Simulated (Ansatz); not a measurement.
# F6S: the cost of one run

Computed with Ansatz 0.2.0 (the levels named in each step, unless a step's input says otherwise).

### 1 The starting structure

Bond lengths: F1–S2 1.590 Å, S2–F3 1.590 Å, S2–F4 1.590 Å, S2–F5 1.590 Å, S2–F6 1.590 Å, S2–F7 1.590 Å. Angles (14 of 15 angles, heavy atoms first): F1–S2–F3 90.0°, F1–S2–F4 90.0°, F1–S2–F5 90.0°, F1–S2–F6 90.0°, F1–S2–F7 180.0°, F3–S2–F4 90.0°, F3–S2–F5 90.0°, F3–S2–F6 180.0°, F3–S2–F7 90.0°, F4–S2–F5 180.0°, F4–S2–F6 90.0°, F4–S2–F7 90.0°, F5–S2–F6 90.0°, F5–S2–F7 90.0°.

Structure file:

```xyz
7

F    -0.4317    1.2067   -0.9417
S     0.0001    0.0000    0.0000
F     1.4696    0.6003    0.0960
F     0.4285   -0.8440   -1.2781
F    -0.4282    0.8444    1.2779
F    -1.4697   -0.6003   -0.0956
F     0.4317   -1.2067    0.9417
```

### 2 A rough first relaxation, PBE-D4/def2-SVP

This run stands in another session on the same molecule. It ended at:

```xyz
7

F    -0.4365    1.2205   -0.9524
S     0.0001    0.0001    0.0000
F     1.4863    0.6073    0.0970
F     0.4331   -0.8537   -1.2925
F    -0.4330    0.8539    1.2925
F    -1.4862   -0.6072   -0.0969
F     0.4365   -1.2204    0.9524
```

### 3 Relaxation, HF/STO-3G

File input.yaml:

```yaml
crystal:
  periodic: [false, false, false]
  atoms:
    - { symbol: F, position_ang: [-0.43645401, 1.22045014, -0.95243044] }
    - { symbol: S, position_ang: [5.59e-05, 5.328e-05, 1.702e-05] }
    - { symbol: F, position_ang: [1.48630543, 0.60725682, 0.0969959] }
    - { symbol: F, position_ang: [0.43314117, -0.85368091, -1.29250201] }
    - { symbol: F, position_ang: [-0.43302032, 0.85389387, 1.29248694] }
    - { symbol: F, position_ang: [-1.48619973, -0.60717757, -0.09685761] }
    - { symbol: F, position_ang: [0.43650156, -1.22037563, 0.9524402] }
basis:
  gaussian: { orbitals: STO-3G }
hamiltonian:
  xc: hf
relax:
  f_tol: 0.002
  max_steps: 150
```

Launch:

```
ansatz run input.yaml --threads 4 --pin off --max-ram 10240MiB --backend cpu --events-out ev --progress --plain --runs-dir out
```

**Question.** How long does this run take on 4 threads of AMD EPYC (Zen 3), shared host, and how much memory does it need?

About 2.8 s, with a peak of 0.11 GiB.
